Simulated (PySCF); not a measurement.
# The bond of CaIn−, level by level

One table from this session's results is given with a row withheld; the runs are named, their logs left out.

The runs use PySCF 2.14.0; Ca def2-SVPD, In def2-SVPD with ECP28, scalar-relativistic core potentials.

4 further runs of the same task are left out: 4 set aside as unsound or not needed.

Set-up of the first run:

A driver script around PySCF takes these settings:

```json
{
 "atoms": "Ca, In",
 "charge": "-1",
 "basis": "Ca def2-SVPD, In def2-SVPD with ECP28",
 "Hamiltonian": "scalar-relativistic core potentials",
 "basis functions": "59",
 "electrons treated": "42",
 "masses in u": "39.9626, 114.9039",
 "levels": "PBE0, PBE, r²SCAN, PBEsol, B3LYP, BP86, CAM-B3LYP, MP2",
 "grid": "80 radial by 434 angular points",
 "occupations": "held fixed by the projection of orbital angular momentum",
 "dissociation limit": "Ca + In−, each in its ground configuration",
 "starting distance in angstrom": "3.080",
 "values of 2S to try": "0, 2"
}
```

Started as:

```bash
$ OMP_NUM_THREADS=1 python dia.py task.json out
```

Among the steps run: Set-up; The PBE0 curve of the state that the search chose; PBE (GGA); r²SCAN; PBEsol (GGA); B3LYP; BP86 (GGA); CAM-B3LYP (range-separated hybrid).

One table of the session follows, with a row left open; its other results are not shown here.

Energy (eV) from each level's lowest point:

```
R (Å)  ROHF-MP2    PBE  PBEsol   BP86  r²SCAN
2.660     0.500  0.360   0.299  0.346   0.329
2.784     0.247  0.155   0.116  0.147   0.130
2.907         ?      ?       ?      ?       ?
3.000     0.036  0.008   0.000  0.006   0.000
3.093     0.006  0.000   0.003  0.000   0.000
3.186     0.000  0.013   0.026  0.015   0.023
3.309     0.019  0.055   0.080  0.057   0.078
3.464     0.071  0.131   0.170  0.134   0.172
3.650     0.154  0.241   0.293  0.243   0.303
3.897     0.278  0.393   0.461  0.392   0.482
```

**Question.** Estimate the row for R (Å) = 2.907.

Worked estimate for «ROHF-MP2». A straight line through the neighbours (2.784, 0.247) and (3.000, 0.036) gives 0.247 + (0.036 − 0.247) × (2.907 − 2.784) / (3.000 − 2.784) = 0.127; a parabola fitted to 4 rows on both sides gives 0.094.

As computed: ROHF-MP2: 0.098; PBE: 0.046; PBEsol: 0.025; BP86: 0.041; r²SCAN: 0.029. In «ROHF-MP2» the line misses by +0.029 and the parabola by -0.004.
